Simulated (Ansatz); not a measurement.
# In2GaN: a trial structure relaxed

Aim: relax a trial structure of In2GaN and see where it ends.

Computed with Ansatz 0.2.0 (DFT PBE, scalar-relativistic, plane waves, PAW, unless a step's input says otherwise).

### Step 1. The structure to begin with

It takes space group R-3m (No. 166, trigonal). Conventional cell: a = 4.180 Å, b = 4.180 Å, c = 17.716 Å, α = 90.00°, β = 90.00°, γ = 120.00°. Around In (site symmetry 3m) lie 1 N at 2.33 Å and 3 Ga at 2.49 Å. Ga (site symmetry -3m) is surrounded by 6 In at 2.49 Å. N (site symmetry -3m) is surrounded by 2 In at 2.33 Å.

Coordinates:

```
CELL_PARAMETERS angstrom
2.08992 1.20662 5.90526
-2.08992 1.20662 5.90526
0.00000 -2.41324 5.90526
ATOMIC_POSITIONS crystal
In 0.13125 0.13125 0.13125
In 0.86875 0.86875 0.86875
Ga 0.50000 0.50000 0.50000
N 0.00000 0.00000 0.00000
```

A structure generator made this guess: random cell by space group and Wyckoff sites (R-3m, No. 166). The dimensions are guesses.

### Step 2. Probe: one point on a coarse mesh

Input file input.yaml:

```yaml
crystal:
  lattice:
    - [2.08992352, 1.20661791, 5.90525851]
    - [-2.08992352, 1.20661791, 5.90525851]
    - [0.0, -2.41323582, 5.90525851]
  atoms:
    - { symbol: In, position: [0.13124764, 0.13124764, 0.13124764] }
    - { symbol: In, position: [0.86875236, 0.86875236, 0.86875236] }
    - { symbol: Ga, position: [0.5, 0.5, 0.5] }
    - { symbol: "N", position: [0.0, 0.0, 0.0] }
basis:
  ecutwfc: 420
kpoints:
  mp_grid: { grid: [6, 6, 6] }
hamiltonian:
  xc: pbe
scf:
  occupations: { method: gaussian, width: 0.1 }
  lower_state_search: "off"
output:
  forces: true
  stress: true
  eigenvalues: true
```

Run with:

```console
$ ansatz run input.yaml --threads 1 --pin off --max-ram 2560MiB --backend cpu --events-out ev --progress --plain --runs-dir out
```

Further runs follow: spin check on a coarse mesh; a loose first relaxation; relaxation on the finer mesh.

Q: Predict the outcome of this session. Wanted: conventional cell; volume; energy over the elements; gap on the mesh.

As calculated:

| quantity | value |
| --- | --- |
| symmetry at the end (tolerance 0.05 Å) | space group R-3m (No. 166) |
| conventional cell | a = 4.991 Å, b = 4.991 Å, c = 16.982 Å, α = 90.00°, β = 90.00°, γ = 120.00° |
| volume | 30.53 Å³/atom |
| energy over the elements (uncorrected; H, N, O, F and Cl as molecules) | +0.82 eV/atom |
| gap on the mesh | none (metal) |

What this shows: The space group R-3m (No. 166) is kept, and the volume per atom grows by 36.7 % from the first guess. The formation energy is positive, so the separate elements lie lower. No finished test with a distortion of lower symmetry is shown, so the end may be a saddle point. Some metallic runs here have no spin polarisation while others do, so their energies compare only roughly. Other magnetic orders were not searched.
